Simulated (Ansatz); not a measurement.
# ZrB2: response to strain

ZrB2 is deformed so: equal xx and yy strain of +1 %. What stress and forces result, by LAPW, PAW and all-electron datasets made for the crystal?

Method: DFT LDA, scalar-relativistic, in Ansatz 0.2.0.

**1. Starting point**

It takes space group P6/mmm (No. 191, hexagonal). The conventional cell has a = 3.165 Å, b = 3.165 Å, c = 3.520 Å, α = 90.00°, β = 90.00°, γ = 120.00°. Zr (site symmetry 6/mmm) has 12 B at 2.54 Å as nearest neighbours. Around B (site symmetry -6m2) lie 3 B at 1.83 Å and 6 Zr at 2.54 Å.

Coordinates:

```
Zr B
1.0
     3.16500    0.00000    0.00000
    -1.58250    2.74097    0.00000
     0.00000    0.00000    3.52000
Zr B
1 2
Direct
  0.00000 0.00000 0.00000
  0.33333 0.66667 0.50000
  0.66667 0.33333 0.50000
```

Atoms are numbered in the order of the input: Zr1, B2, B3.

**2. The deformed structure**

Space group P6/mmm before, P6/mmm after.

**3. LAPW, all electrons**

Input file input.yaml:

```yaml
crystal:
  lattice:
    - [3.1966498238, 0.0, 0.0]
    - [-1.5983249119, 2.7683799544, 0.0]
    - [0.0, 0.0, 3.52]
  atoms:
    - { symbol: Zr, position: [0.0, 0.0, 0.0] }
    - { symbol: B, position: [0.3333333333, 0.6666666667, 0.5] }
    - { symbol: B, position: [0.6666666667, 0.3333333333, 0.5] }
kpoints:
  mp_grid: { grid: [12, 12, 9] }
  band_path:
    path:
      - [0.0, 0.0, 0.0]
      - [0.5, 0.0, 0.0]
      - [0.3333333333, 0.3333333333, 0.0]
      - [0.0, 0.0, 0.0]
      - [0.0, 0.0, 0.5]
      - [0.5, 0.0, 0.5]
      - [0.3333333333, 0.3333333333, 0.5]
      - [0.0, 0.0, 0.5]
      - [0.5, 0.0, 0.5]
    npoints: 5
scf:
  occupations: { method: fermi_dirac, width: 0.05 }
hamiltonian:
  xc: lda
  pseudopotentials: { kind: all_electron, lapw: { basis_error: 0.001 } }
output:
  forces: true
  stress: true
  eigenvalues: true
```

Command:

```sh
$ ansatz run input.yaml --threads 1 --pin off --max-ram 6144MiB --backend cpu --events-out ev --progress --plain --runs-dir out
```

What it wrote (excerpt; [...] marks lines left out):

```text
LAPW: plane waves up to 8.573 Å⁻¹, error target 1.0e-3 eV per atom; small_component_spin mean_spin; B in spheres of 0.923 Å, 5 of its electrons in bands, Dirac shells []; Zr in spheres of 1.248 Å, 30 of its electrons in bands, Dirac shells []
[...]
Pseudopotentials: kind: all_electron
Pseudopotential: Zr, LAPW, valence charge 30, Koelling and Harmon's equation, gaussian nucleus
Pseudopotential: B, LAPW, valence charge 5, Koelling and Harmon's equation, gaussian nucleus
Functional definition: SPW92
[...]
Crystal: 3 atoms, lattice volume = 31.150 Å³
Basis set: ecut = 280.0420695811647 eV, 339 PW (Γ), exchange–correlation at level 2
Bands: 24, of which v1, the nominal top of the filled ones, is band 20 counted from 1 (19 counted from 0)
Symmetry: 24 space group operations
Space group: P6/mmm (ITA 191), of the structure as read, at distance tolerance 3.1e-5 Å
k-points: 95 of 1296
[...]
SCF iter   1: F=—  HF=-99165.403652 eV  |F-HF|=—  |Δ(HF+E_count)|=         —  Δρ=7.16e-2  dr2=3.20e0  ethr=8.00e-3  ⟨swp⟩=2.0  Hψ=14964  notcnv=0
[...]
the basis was enlarged: its passes take 35.0 KiB over the memory plan, 1 of 1 planned eigensolver slots
[...]
SCF iter   7: F=-99164.244801 eV  HF=-99164.244801 eV  |F-HF|=3.27e-8  |Δ(HF+E_count)|=   5.49e-6  Δρ=8.82e-6  dr2=2.13e-8  ethr=1.14e-8  ⟨swp⟩=3.0  Hψ=6810  notcnv=0
[...]
NSCF: frozen V_eff on 41 k-points
SCF converged after 7 iterations
Free energy (F): -99164.244801 eV
[...]
E sigma→0 (E₀):  -99164.243766 eV
Entropy (-TS):   -0.002071 eV (-0.690 meV/atom)
Fermi energy:    16.858818 eV
[...]
--- Forces (eV/Å), atoms counted from 1 ---
  atom   1  Zr     0.00000000     0.00000000     0.00000000
  atom   2  B     -0.00000000    -0.00000000     0.00000000
  atom   3  B     -0.00000000     0.00000000     0.00000000
[...]
--- Stress (GPa, compression-positive) ---
      -13.503159      -0.000000       0.000000
        0.000000     -13.503159       0.000000
        0.000000       0.000000      -8.542602
  P = ⅓ Tr σ = -11.8496 GPa (-118.496 kbar)
--- Band table (eV; the first three rows and the last of 95) ---
  k-point 0: bands = ["-380.3539", "-293.9587", "-293.9421", "-293.9421", "-154.4191", "-154.4099", "-151.7689", "-151.7658", "-151.7658", "-151.7527", "-151.7527", "-31.7267", "-9.9537", "-9.4365", "-9.4365", "4.2845", "14.1052", "14.1052", "14.2551", "14.5734", "20.0923", "20.0923", [...]
[...]
```

Run time: 18 s. Hardware: 1 thread of Arm Neoverse V1, shared host; peak memory 0.37 GiB.

In short: pressure -11.85 GPa; no gap.

**4. PAW on the default files**

Input file input.yaml:

```yaml
crystal:
  lattice:
    - [3.1966498238, 0.0, 0.0]
    - [-1.5983249119, 2.7683799544, 0.0]
    - [0.0, 0.0, 3.52]
  atoms:
    - { symbol: Zr, position: [0.0, 0.0, 0.0] }
    - { symbol: B, position: [0.3333333333, 0.6666666667, 0.5] }
    - { symbol: B, position: [0.6666666667, 0.3333333333, 0.5] }
kpoints:
  mp_grid: { grid: [12, 12, 9] }
scf:
  occupations: { method: fermi_dirac, width: 0.05 }
hamiltonian:
  xc: lda
  pseudopotentials: { kind: paw }
output:
  forces: true
  stress: true
  eigenvalues: true
  efg: { contact_densities: true }
```

Command:

```sh
$ ansatz run input.yaml --threads 1 --pin off --max-ram 6144MiB --backend cpu --events-out ev --progress --plain --runs-dir out
```

What it wrote (excerpt; [...] marks lines left out):

```text
Zr: output.efg is read without spin–orbit coupling, which moves field gradients at and beside such atoms by some per cent and up to a factor of two; PAW files take it under magnetization.noncollinear and magnetization.spin_orbit
[...]
Pseudopotentials: kind: paw
Pseudopotential: Zr, paw, valence charge 12, recommended cutoff 420 eV (normal)
Pseudopotential: B, paw, valence charge 3, recommended cutoff 420 eV (normal)
[... 1 set-up line as earlier in the session ...]
[...]
Crystal: 3 atoms, lattice volume = 31.150 Å³
Basis set: ecut = 420 eV, 575 PW (Γ)
Bands: 13, of which v1, the nominal top of the filled ones, is band 9 counted from 1 (8 counted from 0)
[... 2 set-up lines as earlier in the session ...]
k-points: 95 of 1296
[...]
--- Stress (GPa, compression-positive) ---
      -13.481470       0.000000       0.000000
       -0.000000     -13.481470       0.000000
        0.000000       0.000000      -8.581383
  P = ⅓ Tr σ = -11.8481 GPa (-118.481 kbar)
--- PAW observables at the nuclei: V_zz in 10²¹ V/m², potentials from the cell's mean, atoms counted from 1 ---
  atom   1  Zr V_zz =    +4.536755   η = 0.0000   by run symmetry: allowed
            electrostatic potential = -5930.159289 V   contact ρ = 488368.973557 e/Å³
  atom   2  B  V_zz =    +0.003815   η = 0.0000   by run symmetry: allowed
            electrostatic potential = -332.439433 V   contact ρ = 475.358348 e/Å³
  atom   3  B  V_zz =    +0.003815   η = 0.0000   by run symmetry: allowed
            electrostatic potential = -332.439433 V   contact ρ = 475.358348 e/Å³
--- Band table (eV; the first three rows and the last of 95) ---
  k-point 0: bands = ["-33.2029", "-11.4287", "-10.9106", "-10.9106", "2.8146", "12.6381", "12.6381", "12.7859", "13.1055", "18.6210", "18.6210", "19.4897", "19.4897"]
[...]
```

Wall time 3.3 s (1 thread of Arm Neoverse V1, shared host); peak memory 0.36 GiB.

Read from it: pressure -11.85 GPa; no gap; Vzz Zr1 4.54 (η = 0.00), B2 0 (by symmetry or below 0.004) (10²¹ V/m²).

**5. All-electron PAW on datasets made for the crystal**

Edit input.yaml of step 4 so:

```diff
@@ -15,3 +15,3 @@
   xc: lda
-  pseudopotentials: { kind: paw }
+  pseudopotentials: { kind: all_electron, datasets: crystal }
 output:
```

Command:

```sh
$ ansatz run input.yaml --threads 1 --pin off --max-ram 6144MiB --backend cpu --events-out ev --progress --plain --runs-dir out
```

What it wrote (excerpt; [...] marks lines left out):

```text
[...]
Zr: output.efg is read without spin–orbit coupling, which moves field gradients at and beside such atoms by some per cent and up to a factor of two; PAW files take it under magnetization.noncollinear and magnetization.spin_orbit
[...]
[... 1 set-up line as earlier in the session ...]
Pseudopotential: Zr, paw, valence charge 12, recommended cutoff 300 eV (normal), Koelling and Harmon's equation, gaussian nucleus
Pseudopotential: B, paw, valence charge 3, recommended cutoff 300 eV (normal), Koelling and Harmon's equation, gaussian nucleus
[... 1 set-up line as earlier in the session ...]
[...]
Crystal: 3 atoms, lattice volume = 31.150 Å³
Basis set: ecut = 300 eV, 363 PW (Γ)
Bands: 13, of which v1, the nominal top of the filled ones, is band 9 counted from 1 (8 counted from 0)
[... 2 set-up lines as earlier in the session ...]
[...]
  atom   3  B      0.00000000     0.00000000     0.00000000
[...]
--- Stress (GPa, compression-positive) ---
      -13.503977      -0.000000       0.000000
       -0.000000     -13.503977       0.000000
        0.000000       0.000000      -8.541394
  P = ⅓ Tr σ = -11.8498 GPa (-118.498 kbar)
--- PAW observables at the nuclei: V_zz in 10²¹ V/m², potentials from the cell's mean, atoms counted from 1 ---
  atom   1  Zr V_zz =    +4.581508   η = 0.0000   by run symmetry: allowed
            electrostatic potential = -5926.027886 V   contact ρ = 488425.838654 e/Å³
  atom   2  B  V_zz =    +0.030523   η = 0.0000   by run symmetry: allowed
            electrostatic potential = -330.491545 V   contact ρ = 475.388746 e/Å³
  atom   3  B  V_zz =    +0.030523   η = 0.0000   by run symmetry: allowed
            electrostatic potential = -330.491545 V   contact ρ = 475.388746 e/Å³
--- Band table (eV; the first three rows and the last of 95) ---
  k-point 0: bands = ["-31.7263", "-9.9532", "-9.4363", "-9.4363", "4.2845", "14.1051", "14.1051", "14.2552", "14.5733", "20.0925", "20.0925"]
[...]
```

It took 8.4 s on 1 thread of Arm Neoverse V1, shared host; peak memory 0.44 GiB.

In short: pressure -11.85 GPa; no gap; Vzz Zr1 4.58 (η = 0.00), B2 0.03 (η = 0.00) (10²¹ V/m²).

**6. Side by side**

Stress (GPa, compression positive):

| method | xx | yy | zz | yz | xz | xy |
| --- | --- | --- | --- | --- | --- | --- |
| LAPW | -13.50 | -13.50 | -8.54 | 0.00 | 0.00 | 0.00 |
| PAW | -13.48 | -13.48 | -8.58 | 0.00 | 0.00 | 0.00 |
| crystal datasets | -13.50 | -13.50 | -8.54 | 0.00 | 0.00 | 0.00 |

| method | pressure (GPa) | Vzz Zr1 (10²¹ V/m²) | Vzz B2 (10²¹ V/m²) | SCF cycles, all passes |
| --- | --- | --- | --- | --- |
| LAPW | -11.85 | – | – | 7 |
| PAW | -11.85 | 4.54 | 0.00 | 6 |
| crystal datasets | -11.85 | 4.58 | 0.03 | 8 |

**7. Outcome**

```
                                 quantity                                                 value
                                 pressure  LAPW -11.85, PAW -11.85, crystal datasets -11.85 GPa
largest shear or deviatoric stress (LAPW)                                              3.31 GPa
```

In words: The largest part of the stress beyond the pressure is 3.31 GPa in size, in the zz component; the atoms are carried along and not relaxed. No run of the undeformed cell stands beside it, so the pressure holds what the given cell had before the change. PAW: stress within 0.04 GPa of LAPW. Crystal datasets: stress within 0.01 GPa of LAPW.
